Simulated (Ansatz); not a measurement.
**NbOF3: basis-set convergence**

An exercise on one series of results from a longer session: the logs are not shown, and one member is left open.

Method: one geometry, several basis sets; program: Ansatz 0.2.0, Gaussian basis.

The runs, in order: PBE0-D4/def2-SVP; ωB97M-V/def2-SVP; PBE0-D4/def2-QZVPP; ωB97M-V/def2-QZVPP; the functionals' def2-TZVPP values are taken from earlier runs.

## The relaxed structure

The geometry comes from an earlier relaxation with PBE0-D4 in a triple-zeta def2 set; it is a stationary point. Nb takes the def2 core potential; no spin-orbit term is included.

5 atoms, charge 0, spin multiplicity 1.

Atoms are counted from 1 here; the program's logs count them from 0.

Bond lengths: O1–Nb2 1.681 Å, Nb2–F3 1.856 Å, Nb2–F4 1.856 Å, Nb2–F5 1.856 Å. Angles: O1–Nb2–F3 107.8°, O1–Nb2–F4 107.8°, O1–Nb2–F5 107.8°, F3–Nb2–F4 111.1°, F3–Nb2–F5 111.1°, F4–Nb2–F5 111.1°.

The first run:

File in.yaml:

```yaml
crystal:
  periodic: [false, false, false]
  atoms:
    - {symbol: O, position_ang: [0.515855, -0.924237, 1.316799]}
    - {symbol: Nb, position_ang: [0.011251, -0.017051, -0.004901]}
    - {symbol: F, position_ang: [-1.353745, 1.104467, 0.564612]}
    - {symbol: F, position_ang: [-0.591743, -1.196169, -1.305451]}
    - {symbol: F, position_ang: [1.468282, 0.959290, -0.612460]}
basis:
  gaussian: {orbitals: def2-SVP}
hamiltonian: {xc: pbe0, dispersion: d4}
output: {orbitals: {seedname: orbitals}}
```

Run with:

```
ansatz run in.yaml --threads 4 --pin off --events-out ev --progress --plain --max-ram 10444MiB
```

Steps of the session up to this table: PBE0-D4 in def2-SVP; ωB97M-V in def2-SVP; PBE0-D4 in def2-QZVPP; ωB97M-V in def2-QZVPP.

One table of the session follows, with a row left open; its other results are not shown here.

It belongs to the step «Functionals by basis». 

```
functional       basis  HOMO (eV)  LUMO (eV)
   PBE0-D4    def2-SVP     -10.67      -2.29
   PBE0-D4  def2-TZVPP     -10.66      -2.22
   PBE0-D4  def2-QZVPP     -10.67      -2.23
   ωB97M-V    def2-SVP          ?          ?
   ωB97M-V  def2-TZVPP     -13.06       0.07
   ωB97M-V  def2-QZVPP     -13.08       0.04
```

Estimate the missing values for ωB97M-V, def2-SVP.

As computed: HOMO (eV): -13.08; LUMO (eV): 0.01.
